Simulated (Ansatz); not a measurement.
# Cr2O3: the cost of one run

Computed with Ansatz 0.2.0 (DFT PBE+U, scalar-relativistic, plane waves, PAW, unless a step's input says otherwise).

## Step 1: The starting structure

Symmetry: R-3c, No. 167, trigonal system. The conventional cell has a = 4.844 Å, b = 4.844 Å, c = 13.227 Å, α = 90.00°, β = 90.00°, γ = 120.00°. Around Cr (site symmetry 3) lie 6 O at 1.91 to 1.98 Å. O (site symmetry 2) has 4 Cr at 1.91 to 1.98 Å as nearest neighbours.

Structure file:

```cif
data_structure
_symmetry_space_group_name_H-M 'P 1'
_symmetry_Int_Tables_number 1
_cell_length_a 5.2213
_cell_length_b 5.2213
_cell_length_c 5.2213
_cell_angle_alpha 55.274
_cell_angle_beta 55.274
_cell_angle_gamma 55.274
_cell_volume 89.60
loop_
_atom_site_label
_atom_site_type_symbol
_atom_site_fract_x
_atom_site_fract_y
_atom_site_fract_z
_atom_site_occupancy
Cr1 Cr 0.34788 0.34788 0.34788 1
Cr2 Cr 0.15212 0.15212 0.15212 1
Cr3 Cr 0.65212 0.65212 0.65212 1
Cr4 Cr 0.84788 0.84788 0.84788 1
O1 O 0.55847 0.94153 0.25000 1
O2 O 0.25000 0.55847 0.94153 1
O3 O 0.94153 0.25000 0.55847 1
O4 O 0.44153 0.05847 0.75000 1
O5 O 0.75000 0.44153 0.05847 1
O6 O 0.05847 0.75000 0.44153 1
```

It is the end of an earlier run, which began from a cell of the Crystallography Open Database.

## Step 2: Relaxing cell and atoms: Cr2O3, moments −++−, 50 GPa

It takes the final geometry of an earlier run.

The input, input.yaml:

```yaml
crystal:
  lattice:
    - [2.4219949174, 1.3983394175, 4.4091176036]
    - [-2.4219949174, 1.3983394175, 4.4091176036]
    - [0.0, -2.7966788351, 4.4091176036]
  atoms:
    - { symbol: Cr, position: [0.3478767892, 0.3478767892, 0.3478767892], spin: -3.0 }
    - { symbol: Cr, position: [0.1521232103, 0.1521232103, 0.1521232103], spin: 3.0 }
    - { symbol: Cr, position: [0.6521232103, 0.6521232103, 0.6521232103], spin: 3.0 }
    - { symbol: Cr, position: [0.8478767892, 0.8478767892, 0.8478767892], spin: -3.0 }
    - { symbol: O, position: [0.5584655207, 0.9415344853, 0.2499999947] }
    - { symbol: O, position: [0.2499999947, 0.5584655207, 0.9415344853] }
    - { symbol: O, position: [0.9415344853, 0.2499999947, 0.5584655207] }
    - { symbol: O, position: [0.4415344853, 0.0584655207, 0.7499999947] }
    - { symbol: O, position: [0.7499999947, 0.4415344853, 0.0584655207] }
    - { symbol: O, position: [0.0584655207, 0.7499999947, 0.4415344853] }
magnetization:
  spin_polarized: true
scf:
  occupations: { method: fixed }
output:
  forces: true
  stress: true
  populations: true
  write_density: true
  write_potential: true
  elf: true
  volumetric_format: npy
hamiltonian:
  hubbard: { sites: [{ species: Cr, l: d, u_eff: 3.0 }] }
  xc: pbe
relax:
  f_tol: 0.003
  cell: { stress_tol: 0.02, p_target: 50.0 }
kpoints:
  mp_grid: { grid: [5, 5, 5] }
```

Command:

```console
$ ansatz run input.yaml --threads 8 --pin off --max-ram 20480MiB --backend cpu --events-out ev --progress --plain --runs-dir out
```

What time and memory should one allow on 8 threads of Intel Xeon Platinum 8488C (Sapphire Rapids), shared host?

About 22 s, with a peak of 0.76 GiB.
